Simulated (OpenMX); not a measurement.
An input for OpenMX 3.8.5 (HfB):

Contents of run.py:

```python
from ase.io import read
from ase.calculators.openmx import OpenMX

atoms = read('HfB.cif')

def calculator():
    omx = OpenMX(
        label='HfB',
        command='openmx',
        nohup=True,
        xc='LSDA-CA',
        kpts=(6, 6, 6),
        system_currentdirectory='./',
        data_path='./DFT_DATA13',
        level_of_fileout=0,
        definition_of_atomic_species=[['Hf', 'Hf7.0-s3p2d2f1', 'Hf_CA13'], ['B', 'B7.0-s2p2d1', 'B_CA13']],
        hubbard_u_values=[['Hf', '1s', '0.0', '2s', '0.0', '3s', '0.0', '1p', '0.0', '2p', '0.0', '1d', '7.0', '2d', '0.0', '1f', '0.0'], ['B', '1s', '0.0', '2s', '0.0', '1p', '0.0', '2p', '0.0', '1d', '0.0']],
        atoms_speciesandcoordinates_unit='Ang',
        atoms_speciesandcoordinates=[['1', 'Hf', '0', '0', '0', 5.85, 6.15, 'on'], ['2', 'B', '0', '0', '0', 1.5, 1.5, 'off']],
        scf_spinpolarization='on',
        scf_hubbard_u=True,
        scf_hubbard_occupation='onsite',
        scf_electronictemperature=580.226,
        scf_energycutoff=400.0,
        scf_maxiter=100,
        scf_eigenvaluesolver='band',
        scf_mixing_type='rmm-diisk',
        scf_init_mixing_weight=0.05,
        scf_min_mixing_weight=0.001,
        scf_max_mixing_weight=0.3,
        scf_mixing_history=25,
        scf_mixing_startpulay=8,
        scf_criterion=1e-07,
        band_dispersion=True,
        band_nkpath=10,
        band_kpath=[['19', '0.000000', '0.000000', '0.000000', '0.500000', '0.000000', '0.500000', 'G', 'X'], ['9', '0.500000', '0.000000', '0.500000', '0.500000', '0.250000', '0.750000', 'X', 'W'], ['7', '0.500000', '0.250000', '0.750000', '0.375000', '0.375000', '0.750000', 'W', 'K'], ['20', '0.375000', '0.375000', '0.750000', '0.000000', '0.000000', '0.000000', 'K', 'G'], ['16', '0.000000', '0.000000', '0.000000', '0.500000', '0.500000', '0.500000', 'G', 'L'], ['11', '0.500000', '0.500000', '0.500000', '0.625000', '0.250000', '0.625000', 'L', 'U'], ['7', '0.625000', '0.250000', '0.625000', '0.500000', '0.250000', '0.750000', 'U', 'W'], ['13', '0.500000', '0.250000', '0.750000', '0.500000', '0.500000', '0.500000', 'W', 'L'], ['11', '0.500000', '0.500000', '0.500000', '0.375000', '0.375000', '0.750000', 'L', 'K'], ['7', '0.625000', '0.250000', '0.625000', '0.500000', '0.000000', '0.500000', 'U', 'X']],
        scf_partialcorecorrection=False,
    )
    return omx

atoms.calc = calculator()
print('forces_eV_A', atoms.get_forces().round(6).tolist())
print('energy_eV', round(atoms.get_potential_energy(), 6))
```

Contents of HfB.cif:

```cif
data_HfB
_cell_length_a 3.26683333
_cell_length_b 3.26683333
_cell_length_c 3.26683333
_cell_angle_alpha 60.00000000
_cell_angle_beta 60.00000000
_cell_angle_gamma 60.00000000
_space_group_name_H-M_alt 'P1'
_space_group_name_Hall 'P 1'
_space_group_IT_number 1
loop_
_space_group_symop_operation_xyz
'x,y,z'
loop_
_atom_site_label
_atom_site_type_symbol
_atom_site_symmetry_multiplicity
_atom_site_Wyckoff_symbol
_atom_site_fract_x
_atom_site_fract_y
_atom_site_fract_z
_atom_site_occupancy
Hf1 Hf 1 a 0.5000000000 0.5000000000 0.5000000000 1
B1 B 1 a 0.0000000000 0.0000000000 0.0000000000 1
```

Potentials or basis: OpenMX 2013 LDA set, Hf7.0-s3p2d2f1, B7.0-s2p2d1, grid cutoff 400 Ry.

The run is started by

```sh
$ python run.py > run.log
```

Q: How does this run end?

A: The run stopped without a result. It printed:

Output:

```text
alculator()
                 ^^^^^^^^^^^^
  File "<dir>", line 7, in calculator
  File "<dir>", line 99, in __init__
  File "<dir>", line 1097, in __init__
  File "<dir>", line 674, in __init__
  File "<dir>", line 457, in set
  File "<dir>", line 245, in equal
  File "<dir>", line 2167, in shape
ValueError: setting an array element with a sequence. The requested array has an inhomogeneous shape after 1 dimensions. The detected shape was (2,) + inhomogeneous part.
```
